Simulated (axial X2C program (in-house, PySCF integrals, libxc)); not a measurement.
**A two-component session on TaC: EOM-IP-CCSD levels**

Wanted for TaC: EOM-IP-CCSD levels, at the two-component level.

Computed with an in-house X2C program for linear molecules on PySCF integrals. Level: two-component X2C with atomic mean-field terms, Ta dyall-acv3z, C dyall-av3z.

All values are calculated.

**1. Set-up**

Input file task.json:

```json
{"zs": [73, 6], "q": 0, "bas": ["dyall-acv3z", "dyall-av3z"], "r0": 1.93, "eom": "ip", "rq": -1, "thr": -2.0, "nmax": 95, "grid": [1, 0.96, 1.045, 0.92, 1.09, 1.15]}
```

Keys: zs atomic numbers; q charge; bas basis sets; r0 starting distance in Å; eom kind of EOM run; thr threshold in hartree for freezing inner shells (an s shell follows its p shell); nmax most natural virtual spinors; grid distances as factors.

Launch:

```console
$ python soeom.py task.json out
```

Further steps of the session: EOM-IP-CCSD at 1.737 Å.

Before running it: what results should come out? Wanted: next root led by one particle; T1 of the reference.

**Answer**, as computed:

| quantity | value |
| --- | --- |
| lowest root at 1.737 Å | Ω = 1/2, 2.239 eV |
| next root led by one particle | Ω = 1/2, about 2540 cm⁻¹ higher |
| T1 of the reference | 0.033 |

In words: Removing an electron from the reference determinant of TaC⁻ costs 2.24 eV and empties a spinor of 38% C pσ, 26% Ta sσ, 25% Ta pσ. Errors of 0.1 to 0.3 eV are usual at this size, and roots led by higher excitations are left out, so the list is incomplete, and low states of that kind can be missing. T1 or the largest double amplitude of the reference is raised, which lowers the reliability.
